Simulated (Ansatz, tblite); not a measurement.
## A script for CrSO (GFN1-xTB)

These are simulated results from tblite 0.8.0, not measurements. The cell was built from a prototype and was relaxed with r2SCAN in plane waves (Ansatz 0.2.0). It may be hypothetical. It is a single sheet, repeated along a and b, with vacuum along c. All runs are without spin polarisation, and a magnetic state may lie lower.

In-plane lattice: a = 2.819 Å, b = 2.819 Å, γ = 120.0°; thickness between the outer nuclei 2.60 Å. Cr has 3 O at 1.94 Å and 3 S at 2.24 Å; O has 3 Cr at 1.94 Å; S has 3 Cr at 2.24 Å.

tblite solves periodic systems at the zone centre alone, so the script builds a cluster of 4×4×1 conventional cells (48 atoms), which folds in a coarse mesh of k points.

Input script:

```python
import json
from ase import Atoms
from ase.build import make_supercell
from ase.units import Bohr, GPa, Hartree
from tblite.interface import Calculator

atoms = Atoms(['Cr', 'O', 'S'],
              cell=[[2.81906872, 0.0, 0.0], [-1.40953436, 2.44138513, 0.0], [0.0, 0.0, 29.4349196]],
              scaled_positions=[[0.333333333, 0.666666667, 0.311297384], [0.666666667, 0.333333333, 0.347122874], [0.666666667, 0.333333333, 0.2588576]],
              pbc=True)
cluster = make_supercell(atoms, [[4, 0, 0], [0, 4, 0], [0, 0, 1]])
calc = Calculator('GFN1-xTB', cluster.numbers, cluster.positions / Bohr, lattice=cluster.cell[:] / Bohr, periodic=cluster.pbc)
calc.set('temperature', 0.02 / Hartree)
calc.set('max-iter', 150)
res = calc.singlepoint()
levels = res.get('orbital-energies') * Hartree
nv = round(res.get('orbital-occupations').sum() / 2)
cells = len(cluster) // len(atoms)
out = {'energy_per_cell': res.get('energy') * Hartree / cells, 'homo': levels[nv - 1], 'lumo': levels[nv],
       'stress': (-res.get('virial') * Hartree / cluster.get_volume() / GPa).tolist(), 'charges': res.get('charges')[:len(atoms)].tolist(), 'electrons': 2 * nv / cells}
json.dump(out, open('results.json', 'w'))
for key, value in out.items():
    print(key, value)
```

Command: `python run.py`. It took 1.9 s on 1 thread of Arm Neoverse V1, on a shared host, peak memory 0.11 GiB.

Output:

```
------------------------------------------------------------
  cycle        total energy    energy error   density error
------------------------------------------------------------
      1     -137.2818495626  -1.3746032E+02   1.1868097E+00
      2     -64.61349504540   7.2668355E+01   2.6625697E+00
      3     -156.0079364688  -9.1394441E+01   5.3228077E-01
      4     -5.685322390158   1.5032261E+02   1.7808459E+00
      5     -151.8213734316  -1.4613605E+02   6.8410204E-01
      6     -163.3896637384  -1.1568290E+01   3.3322695E-01
      7     -164.1540588247  -7.6439509E-01   2.4783735E-01
      8     -164.2252297423  -7.1170918E-02   2.3871831E-01
      9     -165.0708183527  -8.4558861E-01   5.2302368E-02
     10     -165.1073835633  -3.6565211E-02   1.2643792E-02
     11     -165.1088523406  -1.4687773E-03   1.0335652E-02
     12     -165.1110455670  -2.1932263E-03   7.5228370E-03
     13     -165.1119380539  -8.9248694E-04   5.9348160E-03
     14     -165.1131766044  -1.2385504E-03   2.7777909E-03
     15     -165.1133070037  -1.3039929E-04   2.5507481E-03
     16     -165.1133809322  -7.3928569E-05   2.2222871E-03
     17     -165.1134202670  -3.9334744E-05   1.8308582E-03
     18     -165.1134379858  -1.7718874E-05   1.6021328E-03
     19     -165.1134880708  -5.0084961E-05   5.1557986E-04
     20     -165.1134904078  -2.3370380E-06   3.8476475E-04
     21     -165.1134930522  -2.6443822E-06   7.2435406E-05
     22     -165.1134931409  -8.8662972E-08   1.4811359E-05
------------------------------------------------------------

 total:                                   1.312 sec
energy_per_cell -280.81043748051667
homo -12.787592746150649
lumo -12.63400671527679
stress [[-2.7121818585170736, -9.609112587102883e-07, 1.6939821345951536e-08], [-9.60911258722971e-07, -2.7121829994104263, -2.7160388721204152e-09], [1.693982134874252e-08, -2.7160388283427354e-09, -0.9476968954823838]]
charges [0.5153696770352454, -0.4076258338603438, -0.10773189074516781]
electrons 18.0
```

The cycle table is in hartree for the whole cluster, and the lines after it are in eV (the energy for one cell). The printed stress is in GPa and positive in compression, and the pressure is its mean diagonal, here averaged over the vacuum too.

GFN1-xTB gives a gap of 0.15 eV. On the same cell, plane-wave PBE (Ansatz, 12×12×1 k points and the special points) gives a gap of 0.18 eV and r2SCAN a gap of 0.19 eV; on shared hosts these took about 11 and 30 core-seconds on the 3-atom cell, against 1.9 for the script. Semilocal gaps usually lie below measured ones. xTB was fitted to molecules, so gaps, charges and pressures of solids can be far off, and the gap also depends on the size of the cluster.

xTB was fitted mostly to molecules, and a small cluster samples few k points, so gaps, pressures and kinks along a curve can be far from a solid's.
